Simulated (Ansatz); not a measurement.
# BiAu2: properties at the relaxed cell

One table from this session's results is given with a row withheld; the runs are named, their logs left out.

Method: DFT r2SCAN, scalar-relativistic, plane waves, PAW, in Ansatz 0.2.0.

1 further run of the same task is left out (set aside as unsound or not needed).

## Starting point

It takes space group Fd-3m (No. 227, cubic). Conventional cell: a = 8.026 Å, b = 8.026 Å, c = 8.026 Å, α = 90.00°, β = 90.00°, γ = 90.00°. Bi (site symmetry -43m) is surrounded by 12 Au at 3.33 Å and 4 Bi at 3.48 Å. Au (site symmetry -3m) is surrounded by 6 Au at 2.84 Å.

As a file:

```cif
data_structure
_symmetry_space_group_name_H-M 'P 1'
_symmetry_Int_Tables_number 1
_cell_length_a 5.6749
_cell_length_b 5.6749
_cell_length_c 5.6749
_cell_angle_alpha 60.000
_cell_angle_beta 60.000
_cell_angle_gamma 60.000
_cell_volume 129.23
loop_
_atom_site_label
_atom_site_type_symbol
_atom_site_fract_x
_atom_site_fract_y
_atom_site_fract_z
_atom_site_occupancy
Bi1 Bi 0.50000 0.50000 0.50000 1
Bi2 Bi 0.75000 0.75000 0.75000 1
Au1 Au 0.12500 0.12500 0.12500 1
Au2 Au 0.62500 0.12500 0.12500 1
Au3 Au 0.12500 0.12500 0.62500 1
Au4 Au 0.12500 0.62500 0.12500 1
```

This cell was relaxed beforehand with the same method: volume 21.54 Å³/atom, gap on the mesh none (metal).

Set-up of the first run:

input.yaml reads:

```yaml
crystal:
  lattice:
    - [0.0, 4.0127813005, 4.0127813005]
    - [4.0127813005, 0.0, 4.0127813005]
    - [4.0127813005, 4.0127813005, 0.0]
  atoms:
    - { symbol: Bi, position: [0.5, 0.5, 0.5] }
    - { symbol: Bi, position: [0.75, 0.75, 0.75] }
    - { symbol: Au, position: [0.125, 0.125, 0.125] }
    - { symbol: Au, position: [0.625, 0.125, 0.125] }
    - { symbol: Au, position: [0.125, 0.125, 0.625] }
    - { symbol: Au, position: [0.125, 0.625, 0.125] }
basis:
  ecutwfc: 500
kpoints:
  mp_grid: { grid: [8, 8, 8] }
  band_path:
    path:
      - [[0.0, 0.0, 0.0], [0.5, 0.0, 0.5], [0.625, 0.25, 0.625]]
      - [[0.375, 0.375, 0.75], [0.0, 0.0, 0.0], [0.5, 0.5, 0.5], [0.5, 0.25, 0.75], [0.5, 0.0, 0.5]]
    npoints: 14
hamiltonian:
  xc: r2scan
scf:
  occupations: { method: gaussian, width: 0.1 }
  n_extra_bands: 15
output:
  forces: true
  stress: true
  eigenvalues: true
  populations: true
  dos: { projected: true, de: 0.02, nscf_kmesh: { grid: [12, 12, 12] } }
  bader: true
  write_density: true
  write_potential: true
  elf: true
  volumetric_format: npy
```

The run is started by

```sh
$ ansatz run input.yaml --threads 1 --pin off --max-ram 2560MiB --backend cpu --events-out ev --progress --plain --runs-dir out
```

Steps of the session up to this table: Electronic structure at the relaxed geometry; The cell as listed, for comparison; Volume × 0.97; The cell scaled to 1.03 of its volume; Point at V/V0 = 0.94; Volume × 1.06; The cell scaled to 0.91 of its volume; The cell scaled to 1.10 of its volume; Point at V/V0 = 0.88.

One of the session's tables, all rows but one given; the rest of the session is left out.

It belongs to the step «Fit of the equation of state». 

```
volume (Å³/atom)  energy above the lowest point (meV/atom)  pressure (GPa)
          18.954                                     140.8           19.98
          19.600                                      73.8           13.48
          20.246                                      30.6            8.11
          20.892                                       7.2            3.67
          21.538                                       0.0            0.00
          22.185                                       6.3           -3.02
          22.831                                         ?               ?
          23.692                                      60.7           -8.13
```

Q: Estimate the row for volume (Å³/atom) = 22.831 from the others.

Worked estimate for «energy above the lowest point (meV/atom)». A straight line through the neighbours (22.185, 6.3) and (23.692, 60.7) gives 6.3 + (60.7 − 6.3) × (22.831 − 22.185) / (23.692 − 22.185) = 29.6; a parabola fitted to 3 rows on both sides gives 22.8.

The run gave: energy above the lowest point (meV/atom): 23.7; pressure (GPa): -5.51. In «energy above the lowest point (meV/atom)» the line misses by +5.9 and the parabola by -0.9.

Limits of these values: The projections leave out shells that the potentials don't hold, such as empty d states.
